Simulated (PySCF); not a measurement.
# CH4BFOSi (SMILES O=CB[SiH2]F) at 6 levels

Wanted: a comparison of 6 runs (HF/3-21G, BLYP/def2-SVP, CAM-B3LYP/def2-SVP, PBE/def2-SVP, wB97M-V/def2-SVP, SCS-MP2/def2-SVP) of CH4BFOSi. Input form: a Python script.

Program for the calculation: PySCF 2.14.0.

2 further runs of the same task are left out: 2 set aside as unsound or not needed.

## 1. The system as given

CH4BFOSi: 9 atoms, total charge 0, spin state singlet. SMILES: `O=CB[SiH2]F`. One bond was lengthened or shortened from a relaxed shape.

Bond lengths: O1–C2 1.227 Å, C2–B3 1.522 Å, B3–Si4 2.001 Å, Si4–F5 1.851 Å, C2–H6 1.099 Å, B3–H7 1.195 Å, Si4–H8 1.489 Å, Si4–H9 1.486 Å. Some angles: O1–C2–B3 90.0°, C2–B3–Si4 120.9°, B3–Si4–F5 110.9°, O1–C2–H6 122.9°, B3–C2–H6 147.1°, C2–B3–H7 117.0°, Si4–B3–H7 122.0°, B3–Si4–H8 109.8°, B3–Si4–H9 112.6°, F5–Si4–H8 107.4°.

## 2. A single-point energy at HF/3-21G (run 1)

job.py

```python
from pyscf import gto

mol = gto.M(
    atom='''
O     -1.128142     1.288139     3.422275
C      0.121345     2.538571     1.922966
B      1.550734     0.169988     1.139486
Si     0.217910    -2.090691    -1.583231
F     -2.571539    -0.659892    -3.136378
H     -0.132067     4.584956     1.673712
H      3.403799    -0.347041     2.322266
H      2.185493    -2.459188    -3.561586
H     -0.570106    -4.604972    -0.611723
''',
    verbose=3,
    charge=0,
    max_memory=1860,
    basis='3-21g',
    unit='bohr',
)

calc0 = mol.RHF()
calc0.conv_tol = 1e-10
calc0.kernel()
if not calc0.converged:
    calc0 = calc0.newton().run(calc0.mo_coeff, calc0.mo_occ)

energy = calc0.e_tot
print('E(%s) = %.9f' % ('HF', energy))
```

Started as:

```sh
OMP_NUM_THREADS=1 python job.py
```

The log of the run:

```text
converged SCF energy = -525.229862760869
E(HF) = -525.229862761
```

It took 0.95 s on 1 thread of Intel Xeon at 2.70GHz, shared host; peak memory 0.13 GiB.

## 3. The energy at BLYP/def2-SVP (run 2)

calc.py

```python
from pyscf import gto, dft

molecule = gto.Mole()
molecule.atom = '''
O     -0.596987     0.681654     1.810990
C      0.064213     1.343354     1.017590
B      0.820613     0.089954     0.602990
Si     0.115313    -1.106346    -0.837810
F     -1.360800    -0.349200    -1.659700
H     -0.069887     2.426254     0.885690
H      1.801213    -0.183646     1.228890
H      1.156513    -1.301346    -1.884710
H     -0.301687    -2.436846    -0.323710
'''
molecule.verbose = 4
molecule.basis = 'def2-svp'
molecule.max_memory = 1860
molecule.build()

mf = dft.RKS(molecule, xc='blyp')
mf.conv_tol = 1e-10
mf.grids.level = 5
mf.kernel()
if not mf.converged:
    mf = mf.newton().run(mf.mo_coeff, mf.mo_occ)

e_tot = mf.e_tot
print('E(%s) = %.9f' % ('BLYP', e_tot))
```

Started as:

```sh
OMP_NUM_THREADS=1 python calc.py
```

The log of the run:

```text
PySCF version 2.14.0

[... 85 lines left out ...]
converged SCF energy = -529.571678805326
E(BLYP) = -529.571678805
```

Run time: 28 s. Hardware: 1 thread of Intel Xeon at 2.70GHz, shared host; peak memory 0.48 GiB.

## 4. The energy at CAM-B3LYP/def2-SVP (run 3)

calc.py

```python
from pyscf import gto, dft

mol = gto.M(
    atom='''
O     -1.128142     1.288139     3.422275
C      0.121345     2.538571     1.922966
B      1.550734     0.169988     1.139486
Si     0.217910    -2.090691    -1.583231
F     -2.571539    -0.659892    -3.136378
H     -0.132067     4.584956     1.673712
H      3.403799    -0.347041     2.322266
H      2.185493    -2.459188    -3.561586
H     -0.570106    -4.604972    -0.611723
''',
    unit='bohr',
    spin=0,
    max_memory=1860,
    verbose=4,
    basis='def2-svp',
)

myscf = dft.RKS(mol, xc='cam-b3lyp')
myscf.grids.level = 5
myscf.conv_tol = 1e-10
myscf.kernel()
if not myscf.converged:
    myscf = myscf.newton().run(myscf.mo_coeff, myscf.mo_occ)

e_tot = myscf.e_tot
print('E = %.10f Eh' % e_tot)
```

Started as:

```sh
OMP_NUM_THREADS=1 python calc.py
```

The log of the run:

```text
PySCF version 2.14.0

[... 81 lines left out ...]
converged SCF energy = -529.5347795773
E = -529.5347795773 Eh
```

It took 34 s on 1 thread of Intel Xeon at 2.70GHz, shared host; peak memory 0.48 GiB.

Runs 4 to 5 aren't shown in full; the table further down has their settings and results.

## 5. The energy at SCS-MP2/def2-SVP (run 6)

run.py

```python
from pyscf import gto, mp

molecule = gto.M(
    atom='''
O       -0.596987       0.681654       1.810990
C        0.064213       1.343354       1.017590
B        0.820613       0.089954       0.602990
Si       0.115313      -1.106346      -0.837810
F       -1.360800      -0.349200      -1.659700
H       -0.069887       2.426254       0.885690
H        1.801213      -0.183646       1.228890
H        1.156513      -1.301346      -1.884710
H       -0.301687      -2.436846      -0.323710
''',
    verbose=3,
    charge=0,
    max_memory=1860,
    basis='def2-svp',
)

hf = molecule.RHF()
hf.conv_tol = 1e-10
hf.kernel()
if not hf.converged:
    hf = hf.newton().run(hf.mo_coeff, hf.mo_occ)

pt = mp.MP2(hf, frozen=9).run()
etot = hf.e_tot + 1.2 * pt.e_corr_os + pt.e_corr_ss / 3
print('Final energy', etot)
```

Started as:

```sh
OMP_NUM_THREADS=1 python run.py
```

The log of the run:

```text
converged SCF energy = -527.80828900471
E(RMP2) = -528.488520855138  E_corr = -0.68023185042829
E(SCS-RMP2) = -528.479958913315  E_corr = -0.671669908605494
Final energy -528.4799589133154
```

It took 2.3 s on 1 thread of Intel Xeon at 2.70GHz, shared host; peak memory 0.23 GiB.

## 6. The series

| run | level | integration grid | nlc grid | energy (Eh) | dipole moment (D) of the reference | HOMO energy (eV) | LUMO energy (eV) | wall time |
| --- | --- | --- | --- | --- | --- | --- | --- | --- |
| 1 | HF/3-21G | – | – | -525.229863 | 3.40 | -11.60 | 2.36 | 0.95 s |
| 2 | BLYP/def2-SVP | 5 | – | -529.571679 | 2.54 | -6.75 | -2.87 | 28 s |
| 3 | CAM-B3LYP/def2-SVP | 5 | – | -529.534780 | 2.87 | -9.68 | -0.58 | 34 s |
| 4 | PBE/def2-SVP | 5 | – | -529.209118 | 2.54 | -6.91 | -3.07 | 30 s |
| 5 | wB97M-V/def2-SVP | 5 | 1 | -529.516094 | 2.85 | -10.57 | 0.48 | 2.2 min |
| 6 | SCS-MP2/def2-SVP | – | – | -528.479959 | 3.55 | -11.75 | 2.10 | 2.3 s |

## 7. What came out

```
                                          quantity          value
                               run 6: total energy  -528.47996 Eh
       run 6: dipole moment (Hartree–Fock density)         3.55 D
        run 6: HOMO energy (Hartree–Fock orbitals)      -11.75 eV
        run 6: LUMO energy (Hartree–Fock orbitals)        2.10 eV
      run 6: HOMO–LUMO gap (Hartree–Fock orbitals)       13.84 eV
run 6: correlation energy (9 core orbitals frozen)     -671.7 mEh
```

What this shows: Over runs 1, 2, 3, 4, 5 the dipole moment (its size) runs from 2.54 D (BLYP/def2-SVP) to 3.40 D (HF/3-21G). The two ends differ in method and basis. Over runs 1, 2, 3, 4, 5 the HOMO–LUMO gap runs from 3.84 eV (PBE/def2-SVP) to 13.96 eV (HF/3-21G). Totals of different functionals can't be ranked against each other. All runs together took 3.8 min, the longest 2.2 min.
